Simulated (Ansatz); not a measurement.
# C₂H₂FSi radical: one species, many methods

Aim: compute C₂H₂FSi radical with functionals from several rungs and with coupled cluster, and see how far each lands from CCSD(T) at the basis-set limit for the atomisation energy.

Program: Ansatz 0.2.0, Gaussian basis. Level of theory: functionals in def2-TZVPP, the program's frozen cores in correlated methods. These are calculated values, not measurements.

The runs, in order: LDA (SPW92), PBE-D4, revPBE-D4, BLYP-D4, r2SCAN-D4, B97M-V, PBE0-D4, B3LYP-D4, r2SCANh-D4, r2SCAN0-D4, HSE06-D4, BHLYP-D4, CAM-B3LYP-D4, LC-ωPBE, ωB97X-V, ωB97M-V, B2PLYP, PBE-QIDH; CCSD(T)/def2-SVP; CCSD(T)/def2-TZVPP; MP2/def2-QZVPP; extrapolation to the limit; RPA on PBE.

### Step 1. The relaxed structure

All runs share one geometry, relaxed beforehand with PBE0-D4 in a triple-zeta def2 set.

SMILES `C#C[SiH]F`, 6 atoms, charge 0, spin multiplicity 2.

Atoms are counted from 1 here; the program's logs count them from 0.

Bond lengths: C1–C2 1.209 Å, C1–H5 1.066 Å, C2–Si3 1.806 Å, Si3–F4 1.600 Å, Si3–H6 1.485 Å. Angles: C2–C1–H5 179.1°, C1–C2–Si3 173.2°, C2–Si3–F4 109.8°, C2–Si3–H6 111.2°, F4–Si3–H6 108.3°.

### Step 2. LDA

This LDA is Slater exchange with PW92 correlation.

in.yaml

```yaml
crystal:
  periodic: [false, false, false]
  atoms:
    - {symbol: C, position_ang: [0.118078, -0.680019, -1.605669]}
    - {symbol: C, position_ang: [0.120440, -0.213733, -0.490070]}
    - {symbol: Si, position_ang: [0.338345, 0.466730, 1.168759]}
    - {symbol: F, position_ang: [-0.477998, -0.412278, 2.226785]}
    - {symbol: H, position_ang: [0.100320, -1.089199, -2.590305]}
    - {symbol: H, position_ang: [-0.157085, 1.864399, 1.244299]}
basis:
  gaussian: {orbitals: def2-TZVPP}
magnetization: {spin_polarized: true, initial_magnetization: 1}
hamiltonian: {xc: lda}
output: {orbitals: {seedname: orbitals}}
```

The runs that follow: PBE-D4 (GGA); revPBE-D4 (GGA); BLYP-D4 (GGA); r2SCAN-D4 (meta-GGA); B97M-V (meta-GGA); PBE0-D4 (hybrid); B3LYP-D4 (hybrid); r2SCANh-D4 (hybrid); r2SCAN0-D4 (hybrid); HSE06-D4 (hybrid); BHLYP-D4 (hybrid); CAM-B3LYP-D4 (range-separated); LC-ωPBE-D4 (range-separated); ωB97X-V (range-separated); ωB97M-V (range-separated); B2PLYP (double hybrid); PBE-QIDH (double hybrid); CCSD(T) in def2-SVP; CCSD(T) in def2-TZVPP; MP2 in def2-QZVPP; RPA on PBE orbitals.

Q: Predict the results of all the runs planned. Wanted: atomisation energy, CCSD(T)/CBS; farthest beyond LDA; mean size of error, GGA; mean size of error, meta-GGA; mean size of error, hybrid; mean size of error, range-separated; mean size of error, double hybrid; gap, smallest and largest; T1 diagnostic.

**Answer**, as computed:

| quantity | value |
| --- | --- |
| atomisation energy, CCSD(T)/CBS | 582.0 kcal/mol |
| functionals within 2.9 kcal/mol (0.5 %) | revPBE-D4, B97M-V, PBE0-D4, B3LYP-D4, r2SCANh-D4, HSE06-D4, CAM-B3LYP-D4, LC-ωPBE, ωB97X-V, ωB97M-V, B2PLYP, PBE-QIDH |
| farthest beyond LDA | BHLYP-D4 (-22.3 kcal/mol) |
| mean size of error, GGA | 7.7 kcal/mol |
| mean size of error, meta-GGA | 3.6 kcal/mol |
| mean size of error, hybrid | 6.0 kcal/mol |
| mean size of error, range-separated | 1.1 kcal/mol |
| mean size of error, double hybrid | 2.7 kcal/mol |
| gap, smallest and largest | 1.20 eV (LDA (SPW92)), 8.72 eV (LC-ωPBE) |
| T1 diagnostic | 0.0237 |
| triples share of the correlation energy | 4.1 % |

**Reading.** The LDA atomisation energy is off by 88.2 kcal/mol (15 %): it overbinds. PBE-D4 is off by +17.9 kcal/mol. Double hybrids carry the basis error of their MP2 part in triple zeta, and no dispersion term here, so their miss is partly the set-up's. The rungs range-separated, double hybrid miss on average by less than the doubt on the reference (2.9 kcal/mol), so they tie. The reference freezes the cores and leaves out relativity and excitations past (T), so misses under about 2.9 kcal/mol can't be ranked. Hartree-Fock recovers 73 % of the binding; the rest is correlation. CCSD(T) in def2-SVP is off by -38.4 kcal/mol, more than most functionals: a good method in a small basis is no reference. Orbital gaps span 1.2 to 8.7 eV; exact exchange widens them.
